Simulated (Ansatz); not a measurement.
# C2H4AuNO: how energies converge with the basis set

How large a basis does C2H4AuNO need? Two functionals are run in growing sets.

Program: Ansatz 0.2.0, Gaussian basis. Level of theory: one geometry, several basis sets. These are calculated values, not measurements.

The runs, in order: PBE0-D4/def2-SVP; ωB97M-V/def2-SVP; PBE0-D4/def2-QZVPP; ωB97M-V/def2-QZVPP; the functionals' def2-TZVPP values are taken from earlier runs.

## Step 1: The geometry

The geometry comes from an earlier relaxation with PBE0-D4 in a triple-zeta def2 set; it is a stationary point, not always the lowest conformer. Au takes the def2 core potential; no spin-orbit term is included.

SMILES `CC#[N+][Au-][OH]`, 9 atoms, charge 0, spin multiplicity 1.

Atoms are counted from 1 here; the program's logs count them from 0.

Bond lengths: C1–C2 1.443 Å, C1–H6 1.091 Å, C1–H7 1.091 Å, C1–H8 1.091 Å, C2–N3 1.146 Å, N3–Au4 1.948 Å, Au4–O5 1.939 Å, O5–H9 0.961 Å. Angles: C2–C1–H6 110.0°, C2–C1–H7 109.8°, C2–C1–H8 110.0°, H6–C1–H7 109.0°, H6–C1–H8 109.1°, H7–C1–H8 109.0°, C1–C2–N3 180.0°, C2–N3–Au4 179.4°, N3–Au4–O5 177.3°, Au4–O5–H9 108.8°.

## Step 2: PBE0-D4 in def2-SVP

Contents of in.yaml:

```yaml
crystal:
  periodic: [false, false, false]
  atoms:
    - {symbol: C, position_ang: [0.886031, -1.979558, 0.786628]}
    - {symbol: C, position_ang: [0.383820, -0.723135, 0.284446]}
    - {symbol: N, position_ang: [-0.014471, 0.274412, -0.113942]}
    - {symbol: Au, position_ang: [-0.709447, 1.965173, -0.786822]}
    - {symbol: O, position_ang: [-1.314282, 3.676045, -1.469935]}
    - {symbol: H, position_ang: [1.568668, -1.801701, 1.619399]}
    - {symbol: H, position_ang: [0.055467, -2.596935, 1.133239]}
    - {symbol: H, position_ang: [1.418542, -2.510883, -0.004108]}
    - {symbol: H, position_ang: [-2.274337, 3.696572, -1.448906]}
basis:
  gaussian: {orbitals: def2-SVP}
hamiltonian: {xc: pbe0, dispersion: d4}
output: {orbitals: {seedname: orbitals}}
```

The runs that follow: ωB97M-V in def2-SVP; PBE0-D4 in def2-QZVPP; ωB97M-V in def2-QZVPP.

Before running them: what should the planned runs give, taken together? Wanted: PBE0-D4: double and triple zeta above quadruple; ωB97M-V: double and triple zeta above quadruple.

**Answer**, as computed:

| quantity | value |
| --- | --- |
| PBE0-D4: double and triple zeta above quadruple | 7.39, 0.36 eV |
| ωB97M-V: double and triple zeta above quadruple | 7.62, 0.35 eV |

In words: For PBE0-D4 the step from double to triple zeta gains 7.02 eV and the next only 0.36 eV. These are total energies; as a rule much of such shifts cancels in differences, which this series doesn't test. The LUMO of ωB97M-V is positive and keeps falling with the basis (1.49 to 0.55 eV): an unbound level that the basis holds in place.
